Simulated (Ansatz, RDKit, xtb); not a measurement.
# C3H3BF2O: which of the isomers drawn lies lowest?, part 2 of 2

Which of a sample of isomers of C3H3BF2O is the most stable in the gas at 298.15 K, and what are its properties? The sample is small against all isomers, and the most stable one of this formula need not be in it.

xtb, Ansatz and PySCF; isolated molecules. Earlier steps stand in the parts before.

### Step 7. Vibrations and thermal terms

The lowest few in one piece go on as finalists. In this search the thermal terms come from GFN2-xTB at its own nearest minimum. The first, c850a:

File start.xyz:

```xyz
10
c850a
C      2.038603    -1.409372    -2.437976
C      1.312122    -0.348909    -1.618434
C      0.695742    -0.653174    -0.480877
B      1.243524     1.117621    -2.046089
F      1.831407     1.513141    -3.168318
F      0.608841     2.042979    -1.332954
O      0.153943    -0.901374     0.513089
H      1.591492    -1.496878    -3.440225
H      1.999746    -2.399240    -1.961863
H      3.097035    -1.136677    -2.568389
```

Run with:

```bash
$ xtb start.xyz --gfn 2 --ohess tight
```

Output, cut to the lines that bear on the results:

```text
* xtb version 6.7.1
[...]
          :  # basis functions                  31          :
[...]
          :  # electrons                        38          :
[...]
          :  Hamiltonian                  GFN2-xTB          :
[...]
          :  net charge                          0          :
          :  unpaired electrons                  0          :
[...]
   *** convergence criteria satisfied after 12 iterations ***
[...]
   *** GEOMETRY OPTIMIZATION CONVERGED AFTER 9 ITERATIONS ***
[...]
   *** convergence criteria satisfied after 3 iterations ***
[...]
         ::                     SUMMARY                     ::
         :::::::::::::::::::::::::::::::::::::::::::::::::::::
         :: total energy             -22.787792552129 Eh    ::
         :: gradient norm              0.000303760284 Eh/a0 ::
         :: HOMO-LUMO gap              3.561562038208 eV    ::
         ::.................................................::
         :: SCC energy               -23.014052918187 Eh    ::
         :: -> isotropic ES            0.068955161510 Eh    ::
         :: -> anisotropic ES          0.001845776873 Eh    ::
         :: -> anisotropic XC         -0.000143571027 Eh    ::
         :: -> dispersion             -0.005339446966 Eh    ::
         :: repulsion energy           0.226260366058 Eh    ::
         :: add. restraining           0.000000000000 Eh    ::
         :: total charge              -0.000000000000 e     ::
         :::::::::::::::::::::::::::::::::::::::::::::::::::::
[...]
        19        2.0000           -0.4121865             -11.2162 (HOMO)
        20                         -0.2813016              -7.6546 (LUMO)
[...]
molecular dipole:
                 x           y           z       tot (Debye)
 q only:        0.339      -0.917      -0.225
   full:        0.346      -0.899      -0.244       2.527
molecular quadrupole (traceless):
[...]
          | TOTAL ENERGY              -22.787792552129 Eh   |
          | TOTAL ENTHALPY            -22.718679542156 Eh   |
          | TOTAL FREE ENERGY         -22.760724259767 Eh   |
          | GRADIENT NORM               0.000303735662 Eh/α |
[...]
```

It took 0.32 s on 2 threads of Intel Xeon at 2.70GHz, shared host.

### Step 8. Thermal terms of the finalists

As xtb prints them, at 298.15 K, with its own treatment of low modes:

```csv
label,SMILES,spin,lowest mode (cm⁻¹),zero-point (kcal/mol),G − E (kcal/mol)
c850a,CC(=C=O)B(F)F,singlet,13i,37.8,17.0
c946b,C=C(C=O)B(F)F,singlet,22,36.8,16.5
c922b,O=C=CCB(F)F,singlet,31,37.0,16.4
```

c850a keeps an imaginary mode, a small one that points to a nearly free motion; the harmonic terms are rough for it.

### Step 9. The final energy

Single points at CCSD(T)/def2-SVP + MP2/def2-TZVPP - MP2/def2-SVP on the refined geometries decide the order.

c850a, CCSD(T)/def2-SVP:

File input.yaml:

```yaml
basis:
  gaussian:
    orbitals: def2-SVP
crystal:
  periodic: [false, false, false]
  atoms:
    - {symbol: C, position_ang: [2.038603, -1.409372, -2.437976]}
    - {symbol: C, position_ang: [1.312122, -0.348909, -1.618434]}
    - {symbol: C, position_ang: [0.695742, -0.653174, -0.480877]}
    - {symbol: B, position_ang: [1.243524, 1.117621, -2.046089]}
    - {symbol: F, position_ang: [1.831407, 1.513141, -3.168318]}
    - {symbol: F, position_ang: [0.608841, 2.042979, -1.332954]}
    - {symbol: O, position_ang: [0.153943, -0.901374, 0.513089]}
    - {symbol: H, position_ang: [1.591492, -1.496878, -3.440225]}
    - {symbol: H, position_ang: [1.999746, -2.399240, -1.961863]}
    - {symbol: H, position_ang: [3.097035, -1.136677, -2.568389]}
correlation:
  method: ccsd_t
  frozen_orbitals: {O: 1, C: 1, B: 1, H: 0, F: 1}
```

Run with:

```bash
$ ansatz run input.yaml --threads 2 --pin off --max-ram 4350MiB --events-out events.jsonl --progress --plain --runs-dir runs
```

Output, cut to the lines that bear on the results:

```text
Warning: RAYON_NUM_THREADS=2 ignored (pool sized by the plan → 2); use --threads N
Functional definition: HF
  name "HF"
[...]
1117 factors; integrals over basis functions are off by at most 1.5e-3 eV
[...]
mean field -11253.98251801 eV, -413.5762293136 hartree, gradient 1.0e-6 eV, S^2 0.000000; 0 other end points of the search recorded, 0 dependent functions left out
7 core orbitals not correlated: weight in the atoms' cores, before any rotation towards them, 1.000 or more for the frozen orbitals, at most 0.000 for the correlated occupied ones
reference -11253.98251801 eV, -413.5762293136 hartree; 19, 19 occupied and 87, 87 virtual orbitals, 1117 factors
second order -27.65803190 eV of doubles, -0.00000000 eV of singles
cycle   1  -27.49178802 eV  change    1.7e-1 eV  update   1.4e-1
[...]
cycle   9  -28.37983288 eV  change    2.0e-5 eV  update   2.5e-5
perturbative correction -0.86169091 eV, -0.0316665569 hartree
Total energy: -11283.22404181 eV, -414.6508354924 hartree
```

Wall time 23 s (2 threads of Intel Xeon at 2.70GHz, shared host); peak memory 0.67 GiB.

### Step 10. c850a at MP2/def2-TZVPP

input.yaml, as its differences from that of step 9:

```diff
@@ -1,4 +1 @@
-basis:
-  gaussian:
-    orbitals: def2-SVP
 crystal:
@@ -16,4 +13,10 @@
     - {symbol: H, position_ang: [3.097035, -1.136677, -2.568389]}
+basis:
+  gaussian:
+    orbitals: def2-TZVPP
+magnetization:
+  spin_polarized: false
+  initial_magnetization: 0
 correlation:
-  method: ccsd_t
+  method: mp2
   frozen_orbitals: {O: 1, C: 1, B: 1, H: 0, F: 1}
```

Run with:

```bash
$ ansatz run input.yaml --threads 2 --pin off --max-ram 4350MiB --events-out events.jsonl --progress --plain --runs-dir runs
```

Output:

```text
Warning: RAYON_NUM_THREADS=2 ignored (pool sized by the plan → 2); use --threads N
[... 2 set-up lines as earlier in the session ...]
  exchange = exact_x
  correlation = 0
1635 factors; integrals over basis functions are off by at most 9.9e-4 eV
mean field evaluation 1: about -11263.1652 eV, gradient 4.6e1 eV
mean field evaluation 2: about -11263.4489 eV, gradient 4.6e1 eV
mean field evaluation 4: about -11267.4919 eV, gradient 5.3e0 eV
mean field evaluation 8: about -11267.5780 eV, gradient 5.3e-1 eV
mean field evaluation 16: about -11267.5800 eV, gradient 1.7e-6 eV
mean field -11267.57996265 eV, -414.0759261875 hartree, gradient 1.7e-6 eV, S^2 0.000000; 0 other end points of the search recorded, 0 dependent functions left out
7 core orbitals not correlated: weight in the atoms' cores, before any rotation towards them, 1.000 or more for the frozen orbitals, at most 0.000 for the correlated occupied ones
reference -11267.57996265 eV, -414.0759261875 hartree; 19, 19 occupied and 233, 233 virtual orbitals, 1635 factors
second order -34.99110327 eV of doubles, -0.00000000 eV of singles
Total energy: -11302.57106592 eV, -415.3618255148 hartree
```

It took 11 s on 2 threads of Intel Xeon at 2.70GHz, shared host; peak memory 0.67 GiB.

### Step 11. c946b at CCSD(T)/def2-SVP

File input.yaml:

```yaml
crystal:
  periodic: [false, false, false]
  atoms:
    - {symbol: C, position_ang: [-0.031069, -0.845512, 0.521663]}
    - {symbol: C, position_ang: [-0.397904, -0.680090, -0.765146]}
    - {symbol: C, position_ang: [0.042374, -1.708663, -1.749431]}
    - {symbol: B, position_ang: [-1.257714, 0.559421, -1.181296]}
    - {symbol: F, position_ang: [-1.623198, 1.437320, -0.256190]}
    - {symbol: F, position_ang: [-1.647500, 0.792363, -2.414499]}
    - {symbol: O, position_ang: [-0.213358, -1.700742, -2.927985]}
    - {symbol: H, position_ang: [-0.318551, -0.132907, 1.299422]}
    - {symbol: H, position_ang: [0.572134, -1.706299, 0.835535]}
    - {symbol: H, position_ang: [0.658454, -2.533194, -1.297574]}
basis:
  gaussian:
    orbitals: def2-SVP
magnetization:
  spin_polarized: false
correlation:
  method: ccsd_t
  frozen_orbitals: {O: 1, C: 1, B: 1, H: 0, F: 1}
```

Run with:

```bash
$ ansatz run input.yaml --threads 2 --pin off --max-ram 4350MiB --events-out events.jsonl --progress --plain --runs-dir runs
```

Output, cut to the lines that bear on the results:

```text
Warning: RAYON_NUM_THREADS=2 ignored (pool sized by the plan → 2); use --threads N
[... 2 set-up lines as earlier in the session ...]
[...]
1119 factors; integrals over basis functions are off by at most 1.2e-3 eV
[...]
mean field -11253.59467636 eV, -413.5619763960 hartree, gradient 1.8e-6 eV, S^2 0.000000; 0 other end points of the search recorded, 0 dependent functions left out; unrestricted orbitals would lower it
7 core orbitals not correlated: weight in the atoms' cores, before any rotation towards them, 1.000 or more for the frozen orbitals, at most 0.000 for the correlated occupied ones
reference -11253.59467636 eV, -413.5619763960 hartree; 19, 19 occupied and 87, 87 virtual orbitals, 1119 factors
second order -27.40767287 eV of doubles, -0.00000000 eV of singles
cycle   1  -27.42526786 eV  change   -1.8e-2 eV  update   1.3e-1
[...]
cycle  10  -28.31871422 eV  change   -3.6e-5 eV  update   1.7e-5
perturbative correction -0.84480356 eV, -0.0310459582 hartree
Total energy: -11282.75819415 eV, -414.6337159067 hartree
```

It took 22 s on 2 threads of Intel Xeon at 2.70GHz, shared host; peak memory 0.67 GiB.

For c946b the log finds that unrestricted Hartree-Fock orbitals lie lower, a sign to watch the closed-shell reference there.

### Step 12. The ranking

Energies in kcal/mol from c850a; G adds the thermal terms to the CCSD(T)/def2-SVP + MP2/def2-TZVPP - MP2/def2-SVP energy. The columns left of the relaxed level are at the tight-binding geometries.

```csv
label,SMILES,spin,GFN2-xTB,HF/STO-3G,r2SCAN-D4/def2-SVP,B3LYP-D3(BJ)/def2-SVP,HF/def2-SVP,MP2/def2-SVP,CCSD(T)/def2-SVP + MP2/def2-TZVPP - MP2/def2-SVP,G,share at equilibrium,T1
c850a,CC(=C=O)B(F)F,singlet,0.0,0.0,0.0,0.0,0.0,0.0,0.0,0.0,100.0 %,0.015
c946b,C=C(C=O)B(F)F,singlet,23.3,12.7,14.9,12.3,8.9,14.7,10.5,10.1,< 0.1 %,0.016
c922b,O=C=CCB(F)F,singlet,11.8,14.2,15.0,14.0,13.5,15.1,13.4,12.8,< 0.1 %,0.015
```

Lowest found: c850a, `CC(=C=O)B(F)F`, a singlet. Bond lengths: C1–C2 1.524 Å, C2–C3 1.329 Å, C2–B4 1.529 Å, B4–F5 1.327 Å, B4–F6 1.330 Å, C3–O7 1.159 Å, C1–H8 1.101 Å, C1–H9 1.099 Å, C1–H10 1.101 Å. Some angles: C1–C2–C3 121.5°, C1–C2–B4 122.6°, C3–C2–B4 116.0°, C2–C3–O7 179.1°, C2–B4–F5 120.2°, C2–B4–F6 122.6°, F5–B4–F6 117.2°, C2–C1–H8 110.6°, C2–C1–H9 112.1°, C2–C1–H10 110.5°.

```xyz
10

C     2.0386   -1.4094   -2.4380
C     1.3121   -0.3489   -1.6184
C     0.6957   -0.6532   -0.4809
B     1.2435    1.1176   -2.0461
F     1.8314    1.5131   -3.1683
F     0.6088    2.0430   -1.3330
O     0.1539   -0.9014    0.5131
H     1.5915   -1.4969   -3.4402
H     1.9997   -2.3992   -1.9619
H     3.0970   -1.1367   -2.5684
```

### Step 13. Results

What follows sums up all 2 parts.

```
                                 quantity                                                                    value
                   lowest structure found                                                   CC(=C=O)B(F)F, singlet
                            next finalist                        C=C(C=O)B(F)F, singlet, 10.1 kcal/mol higher in G
share at equilibrium, among the finalists                                                                  100.0 %
                                   funnel  11 starts, 9 minima at GFN2-xTB, 10 screening runs, 3 relaxed, 3 ranked
                     CPU time of all runs                                                                  7.9 min
```

The search ends on `CC(=C=O)B(F)F`. Among the finalists first place is clear (10.1 kcal/mol); structures outside the list aren't covered. GFN2-xTB, HF/STO-3G, r2SCAN-D4/def2-SVP, B3LYP-D3(BJ)/def2-SVP, HF/def2-SVP and MP2/def2-SVP already put its bonding pattern lowest among the structures in one piece. The largest share of the time went into the relaxations (47 %). The search is not exhaustive (a finite list of starts, one conformer a finalist), so a lower isomer can't be ruled out. Only 6 drawn patterns were tried, so whole families of isomers are missing, and the result ranks this sample alone.
